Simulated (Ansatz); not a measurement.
What does this script print? It uses the Ansatz DFT code, driven from Python.

`cl2geh4si.py`:
```python
'''Dipole of Cl2GeH4Si in the field of point charges.'''

import ansatz as az
from ase import Atoms
import numpy as np

config = {
    'basis_set': 'def2-SVPD',
    'xc': 'HF',
}


def main() -> None:
    atoms = Atoms(['Si', 'Ge', 'Cl', 'Cl', 'H', 'H', 'H', 'H'], positions=[
        [-0.6091, 0.9788, -0.0614],
        [0.4513, -1.002, 0.0664],
        [1.7005, -0.9942, 1.8009],
        [1.734, -1.2702, -1.713],
        [-1.4725, 1.2094, 1.1163],
        [0.3243, 2.1286, -0.1831],
        [-1.4976, 1.0249, -1.257],
        [-0.5388, -2.1325, 0.1752],
    ])
    mol = az.Crystal.molecule_from_ase(atoms)

    model = (
        mol.calculation()
        .basis(gaussian=config['basis_set'])
        .functional(config['xc'])
        .forces()
    )
    # charges +q and -q at -R and +R make a nearly even field 2 k q / R^2 at the centre
    centre = np.mean([site.position_ang for site in mol.cartesian_sites], axis=0)
    field = 2 * 14.399645 * 2.0 / 25.0 ** 2


    def dipole(axis, sign):
        arm = 25.0 * np.eye(3)[axis]
        pair = [{'charge': sign * 2.0, 'position_ang': (centre - arm).tolist()}, {'charge': -sign * 2.0, 'position_ang': (centre + arm).tolist()}]
        deck = model.input().set(az.key.basis.gaussian.point_charges, pair)
        return np.array(az.Session.from_dict(deck).plan().execute().report['charge_distribution']['dipole_moment_e_ang'])


    print(f'field {field:.4f} V/A')
    alpha = np.array([(dipole(axis, 1) - dipole(axis, -1)) / (2 * field) * 14.399645 for axis in range(3)])
    print('polarisability tensor (A^3)')
    print(np.array2string(alpha, precision=3, suppress_small=True))
    print(f'mean {np.trace(alpha) / 3:.3f} A^3 = {np.trace(alpha) / 3 / 0.14818471:.2f} bohr^3')


if __name__ == '__main__':
    main()
```

`python cl2geh4si.py` gives:
```text
field 0.0922 V/A
polarisability tensor (A^3)
[[11.788 -1.135 -0.041]
 [-1.101 11.423  0.131]
 [-0.038  0.134 12.619]]
mean 11.944 A^3 = 80.60 bohr^3
```

The geometry is a force-field or estimated start, not a minimum of this method, and the basis set is short of its limit. The field of two point charges is only nearly even. Wall time of the script: 44 s on 1 thread of Intel(R) Xeon(R) Platinum 8259CL CPU @ 2.50GHz (Skylake/Cascade Lake) (shared host), peak memory 0.46 GiB.
